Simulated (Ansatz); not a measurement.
# Ti5WC6: the cost of one run

Program: Ansatz 0.2.0. Level of theory: DFT PBE, scalar-relativistic, plane waves, PAW. These are calculated values, not measurements.

## Step 1: The starting structure

The structure is tetragonal, space group P4/mmm (No. 123). Conventional cell: a = 3.392 Å, b = 3.392 Å, c = 14.390 Å, α = 90.00°, β = 90.00°, γ = 90.00°. Ti (site symmetry 4mm) is surrounded by 6 C at 2.40 Å. Ti (site symmetry 4/mmm) has 6 C at 2.40 Å in its first shell of neighbours. W (site symmetry 4/mmm) is surrounded by 6 C at 2.40 Å. Around C (site symmetry 4mm) lie 6 Ti at 2.40 Å. C (site symmetry 4/mmm) is surrounded by 6 Ti at 2.40 Å. C (site symmetry 4mm) is surrounded by 5 Ti at 2.40 Å and 1 W at 2.40 Å. C (site symmetry 4/mmm) is surrounded by 4 W at 2.40 Å and 2 Ti at 2.40 Å.

Coordinates:

```cif
data_structure
_symmetry_space_group_name_H-M 'P 1'
_symmetry_Int_Tables_number 1
_cell_length_a 3.3917
_cell_length_b 3.3917
_cell_length_c 14.3899
_cell_angle_alpha 90.000
_cell_angle_beta 90.000
_cell_angle_gamma 90.000
_cell_volume 165.54
loop_
_atom_site_label
_atom_site_type_symbol
_atom_site_fract_x
_atom_site_fract_y
_atom_site_fract_z
_atom_site_occupancy
Ti1 Ti 0.00000 0.00000 0.83333 1
Ti2 Ti 0.50000 0.50000 0.66667 1
Ti3 Ti 0.00000 0.00000 0.50000 1
Ti4 Ti 0.50000 0.50000 0.33333 1
Ti5 Ti 0.00000 0.00000 0.16667 1
W1 W 0.50000 0.50000 0.00000 1
C1 C 0.00000 0.00000 0.66667 1
C2 C 0.50000 0.50000 0.50000 1
C3 C 0.00000 0.00000 0.33333 1
C4 C 0.50000 0.50000 0.16667 1
C5 C 0.00000 0.00000 0.00000 1
C6 C 0.50000 0.50000 0.83333 1
```

The start is an ordering of an alloy on its end members' structure types: elements ordered on the sites of the TiC type, W/Ti on Ti (P4/mmm, No. 123).

## Step 2: A first look at the guess

The input, input.yaml:

```yaml
crystal:
  lattice:
    - [3.39173979, 0.0, 0.0]
    - [0.0, 3.39173979, 0.0]
    - [0.0, 0.0, 14.38993323]
  atoms:
    - { symbol: Ti, position: [0.0, 0.0, 0.83333333] }
    - { symbol: Ti, position: [0.5, 0.5, 0.66666667] }
    - { symbol: Ti, position: [0.0, 0.0, 0.5] }
    - { symbol: Ti, position: [0.5, 0.5, 0.33333333] }
    - { symbol: Ti, position: [0.0, 0.0, 0.16666667] }
    - { symbol: W, position: [0.5, 0.5, 0.0] }
    - { symbol: C, position: [0.0, 0.0, 0.66666667] }
    - { symbol: C, position: [0.5, 0.5, 0.5] }
    - { symbol: C, position: [0.0, 0.0, 0.33333333] }
    - { symbol: C, position: [0.5, 0.5, 0.16666667] }
    - { symbol: C, position: [0.0, 0.0, 0.0] }
    - { symbol: C, position: [0.5, 0.5, 0.83333333] }
basis:
  ecutwfc: 420
kpoints:
  mp_grid: { grid: [6, 6, 2] }
hamiltonian:
  xc: pbe
scf:
  occupations: { method: gaussian, width: 0.1 }
  lower_state_search: "off"
output:
  forces: true
  stress: true
  eigenvalues: true
```

Started as:

```console
$ ansatz run input.yaml --threads 1 --pin off --max-ram 2560MiB --backend cpu --events-out ev --progress --plain --runs-dir out
```

**Question.** How long does this run take on 1 thread of Intel Xeon at 2.50GHz (Skylake/Cascade Lake), shared host, and how much memory does it need?

About 26 s, with a peak of 0.52 GiB.
